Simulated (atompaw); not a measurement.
# A PAW (atompaw) potential for gadolinium, from input to tests

Do these settings give a usable potential? It is generated, then checked for scattering, ghosts and hardness.

Program: atompaw 4.2.0.5. Reference atom: PBEsol, scalar-relativistic, spherical and spin-unpolarised. All values are calculated.

1 further run of the same task is left out (it didn't finish).

## 1. Starting point

The settings as typed:

* element: gadolinium (Gd, Z = 64)
* type: PAW
* frozen core: [Kr] 4d10
* valence charge: 18
* reference configuration: 4f7 5s2 5p6 5d1 6s1.75 6p0 (charge +0.25)
* partial waves: 5s (bound): rc 2.22 bohr; 6s (bound): rc 2.70 bohr; 5p (bound): rc 1.48 bohr; 6p (bound, empty): rc 2.70 bohr; 5d (bound): rc 2.70 bohr; 5d channel at 2.7 Ry: rc 2.70 bohr; 4f (bound): rc 1.12 bohr; 4f channel at 4.4 Ry: rc 1.12 bohr
* local potential: troulliermartins scheme with l = 4 at 0 Ry, radius 2.34 bohr
* core correction: smooth core density matched at 2.34 bohr
* augmentation charge: besselshape compensation charge, radius 2.34 bohr; PAW radius 2.70 bohr; waves and projectors: modrrkj vanderbiltortho

An earlier all-electron run gives the scale for the radii.

All-electron outer shells of the reference configuration (PBEsol, scalar-relativistic, ld1.x):

```json
{"shell": "4p", "level (eV)": "-277.55", "outermost node (bohr)": "0.29", "outermost maximum (bohr)": "0.54"}
{"shell": "4d", "level (eV)": "-149.07", "outermost node (bohr)": "0.27", "outermost maximum (bohr)": "0.56"}
{"shell": "5s", "level (eV)": "-51.24", "outermost node (bohr)": "0.65", "outermost maximum (bohr)": "1.20"}
{"shell": "5p", "level (eV)": "-28.75", "outermost node (bohr)": "0.70", "outermost maximum (bohr)": "1.35"}
{"shell": "4f", "level (eV)": "-10.20", "outermost node (bohr)": "–", "outermost maximum (bohr)": "0.56"}
{"shell": "6s", "level (eV)": "-5.38", "outermost node (bohr)": "1.60", "outermost maximum (bohr)": "3.33"}
{"shell": "5d", "level (eV)": "-3.93", "outermost node (bohr)": "0.79", "outermost maximum (bohr)": "1.95"}
{"shell": "6p", "level (eV)": "-2.35", "outermost node (bohr)": "1.92", "outermost maximum (bohr)": "4.39"}
```

## 2. Generation

File Gd.input:

```
Gd 64
GGA-PBESOL scalarrelativistic loggrid 2001 logderivrange -6 5 276
6 6 5 4 0 0
6 0 1.75
6 1 0
5 2 1
4 3 7
0 0 0
c
c
c
c
v
v
c
c
c
v
v
c
c
v
v
3
2.70 2.34 2.34 2.34
n
n
y
2.7
n
y
4.4
n
modrrkj vanderbiltortho besselshape
4 0 troulliermartins
2.22
2.70
1.48
2.70
2.70
2.70
1.12
1.12
PWSCFOUT
UPFDX 0.0125d0 UPFXMIN -7.d0 UPFZMESH 64.d0
END
```

Command:

```sh
$ atompaw < Gd.input > Gd.log
```

What does the calculation give? Wanted: cutoffs for 10 and 1 mRy, occupied levels; bound ghosts; largest phase difference near zero energy, channels read; lowest eigenvalue of the overlap; share of valence orbitals outside the PAW sphere; UPF file.

The runs gave:

```
                                                quantity                                              value
               cutoffs for 10 and 1 mRy, occupied levels                                  140 Ry and 230 Ry
                                            bound ghosts                                         none found
largest phase difference near zero energy, channels read                                          0.074 rad
         lowest eigenvalue of the overlap (Bessel basis)                                          0.711 (p)
        share of valence orbitals outside the PAW sphere  5s 1 %, 6s 82 %, 5p 4 %, 6p 95 %, 5d 43 %, 4f 1 %
                                                UPF file                                            written
```

**Reading.** By its cutoff, 140 Ry for the looser tolerance, it is very hard. The slowest occupied level is 4f: taken alone it needs 160 Ry to come within 1 mRy, against 30 Ry for 5p. The Bessel-basis test finds no level below the valence levels. Near zero energy the largest phase difference among the channels read is 0.07 rad, in the f channel. All of this concerns the isolated atom, not yet a solid.
